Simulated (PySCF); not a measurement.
# He at other levels of theory

What do other methods print for He?

Program: PySCF 2.14.0. Level of theory: method and basis as typed in the scripts. These are calculated values, not measurements.

1 further run of the same task is left out (it didn't finish).

## 1. The atom

He: 1 atom, charge 0, spin multiplicity 1.

## 2. Base script

Input file input.py:

```python
from pyscf import gto, dft

mol = gto.M(
    atom='He 0 0 0',
    basis='def2-svp',
    charge=0,
    spin=0,
    verbose=4,
)
mf = dft.RKS(mol, xc='bp86')
mf.kernel()
mf.analyze()
print('orbital energies (hartree):', mf.mo_energy[..., max(0, mol.nelec[1]-3):mol.nelec[0]+3].round(4))
```

The run is started by

```sh
$ OMP_NUM_THREADS=1 python input.py
```

## 3. CISD (RHF)

Edit 1 changes step after the SCF: analyze → cisd; SCF type: RKS → RHF; functional: bp86 → none (Hartree–Fock).

Input file input.py:

```python
from pyscf import gto, scf, ci

mol = gto.M(
    atom='He 0 0 0',
    basis='def2-svp',
    charge=0,
    spin=0,
    verbose=4,
)
mf = scf.RHF(mol)
mf.kernel()
ci.CISD(mf).kernel()
mf.dip_moment()
print('orbital energies (hartree):', mf.mo_energy[..., max(0, mol.nelec[1]-3):mol.nelec[0]+3].round(4))
```

## 4. Wb97m-v

Edit 2 changes functional: bp86 → wb97m-v.

input.py, as its differences from that of step 2:

```diff
@@ -9,3 +9,3 @@
 )
-mf = dft.RKS(mol, xc='bp86')
+mf = dft.RKS(mol, xc='wb97m-v')
 mf.kernel()
```

## 5. ROKS

Edit 3 changes SCF type: RKS → ROKS.

input.py, as its differences from that of step 2:

```diff
@@ -9,3 +9,3 @@
 )
-mf = dft.RKS(mol, xc='bp86')
+mf = dft.ROKS(mol, xc='bp86')
 mf.kernel()
```

## 6. Pbe0

Edit 4 changes functional: bp86 → pbe0.

input.py, as its differences from that of step 2:

```diff
@@ -9,3 +9,3 @@
 )
-mf = dft.RKS(mol, xc='bp86')
+mf = dft.RKS(mol, xc='pbe0')
 mf.kernel()
```

**Question.** What will these runs give? Wanted: for each run, E(SCF); from base; gap; after the SCF.

As calculated:

```tsv
run	E(SCF) (hartree)	from base (eV)	cycles	gap (eV)	after the SCF
base	-2.898125	0	4	44.67	n/a
CISD (RHF)	-2.855160	not comparable	3	62.90	CISD correlation -0.865 eV
wb97m-v	-2.890314	not comparable	4	54.30	n/a
ROKS	-2.898125	0.0000	4	n/a	n/a
pbe0	-2.887700	not comparable	4	49.26	n/a
```

The SCF energy stays the same, to the digits that matter, with ROKS. The gap between the frontier levels is 44.7 eV with bp86 (0 % exact exchange) and 49.3 eV with pbe0 (25 %): exact exchange opens it. Total energies of different functionals can't be compared with each other; differences within one functional can.
